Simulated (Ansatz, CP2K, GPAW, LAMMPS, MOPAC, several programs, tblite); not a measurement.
## Many methods on one cell: Si3C (ordering on diamond)

Si3C, ordered on the diamond lattice (P-4m2) with 4 atoms a cell, relaxed with r2SCAN in Ansatz, was computed with several methods. The symmetry is P-4m2 (No. 115, tetragonal); conventional cell a = 3.432 Å, c = 5.000 Å, 14.72 Å³ an atom. C is surrounded by 4 Si at 1.99 Å; Si is surrounded by 2 C at 1.99 Å and 2 Si at 2.27 Å; Si is surrounded by 4 Si at 2.27 Å. Values at 0 K without nuclear motion; spin polarisation is off, and the phase may be a hypothetical one.

```cif
data_structure
_symmetry_space_group_name_H-M 'P-4m2'
_symmetry_Int_Tables_number 115
_cell_length_a 3.4318
_cell_length_b 3.4318
_cell_length_c 5.0004
_cell_angle_alpha 90.000
_cell_angle_beta 90.000
_cell_angle_gamma 90.000
_cell_volume 58.89
loop_
_atom_site_label
_atom_site_type_symbol
_atom_site_symmetry_multiplicity
_atom_site_Wyckoff_symbol
_atom_site_fract_x
_atom_site_fract_y
_atom_site_fract_z
_atom_site_occupancy
C1 C 1 a 0.00000 0.00000 0.00000 1
Si1 Si 2 g 0.00000 0.50000 0.20320 1
Si2 Si 1 c 0.50000 0.50000 0.50000 1
```

Gaps and times are for a single point on this cell; volume and bulk modulus come from each method's own relaxation or energy curve at fixed shape, which is too stiff where a cell has free coordinates or axes. Times are rough, from shared hosts (Arm Neoverse V1), and each method has its own mesh and cell size. A double dagger marks a value from a curve with shape and coordinates held. A star marks a curve whose lowest point is an end point. PM6 (MOPAC), PM7 (MOPAC), GFN1-xTB (tblite) treat a cluster of cells at its zone centre, which samples few k points: where these miss a band edge, the gap comes out too large for that reason alone. Gaps from k meshes are read at a limited set of points (mesh, symmetry points, PBE's band edges), so each method's own least gap may be somewhat smaller. Force fields have no electrons; where one was fitted to this phase, its volume and modulus reflect the fit. xTB and the PM methods were fitted mostly to molecules, and can miss a solid's gap by electronvolts. Minimal bases can be far off for gaps. d marks a direct gap, i an indirect one (no mark: not told apart), a dash a value that wasn't computed or didn't pass its checks.

| method | kind | gap (eV) | own volume (Å³/atom) | bulk modulus (GPa) | atoms computed | processor time |
| --- | --- | --- | --- | --- | --- | --- |
| SiC.vashishta (LAMMPS) | force field | – | – | – | 4 | 0.11 s |
| SiCGe.tersoff (LAMMPS) | force field | – | – | – | 4 | 0.11 s |
| SiC_Erhart-Albe.tersoff (LAMMPS) | force field | – | 14.34 | 149‡ | 4 | 0.12 s |
| non-self-consistent DFTB (CP2K) | tight binding | 2.62 i | 16.81‡ | 162‡ | 4 | 0.56 s |
| light PBE (260 eV and a coarse mesh) | light plane-wave | overlap 0.45 | – | – | 4 | 0.97 s |
| GFN1-xTB (tblite) | tight binding | 0 | 16.17*‡ | 135*‡ | 72 | 4.1 s |
| PBE/SZV (CP2K) | small basis | 1.70 i | 15.93 | 127‡ | 4 | 5 s |
| PBE | semilocal | overlap 0.47 | 14.89 | 129‡ | 4 | 6.1 s |
| PM7 (MOPAC) | semi-empirical | 6.74 | 14.28‡ | 252‡ | 72 | 13 s |
| PBE/single zeta (GPAW) | small basis | 0.37 i | – | – | 4 | 13 s |
| PBE/DZVP (CP2K) | small basis | overlap 0.49 | 14.89 | 130‡ | 4 | 14 s |
| r2SCAN | semilocal | overlap 0.34 | 14.72 | 139‡ | 4 | 17 s |
| PM6 (MOPAC) | semi-empirical | 4.89 | – | – | 72 | 58 s |

Volumes against r2SCAN's: SiC_Erhart-Albe.tersoff (LAMMPS) -2.6 %, PBE/SZV (CP2K) +8.2 %, PBE +1.1 %, PBE/DZVP (CP2K) +1.1 %.

Runs without a result: GFN2-xTB (tblite) (single point), SiC.vashishta (LAMMPS) (relaxation).

Relaxed on its own, the cell leaves this structure with SiCGe.tersoff (LAMMPS), so no volume is listed.

With PBE and r2SCAN the bands overlap or touch, or nearly. Semilocal functionals can close a real gap, so this doesn't show a metal; small gaps of other methods may in turn close between the points read or with spin-orbit coupling, and the solid may be a semimetal.
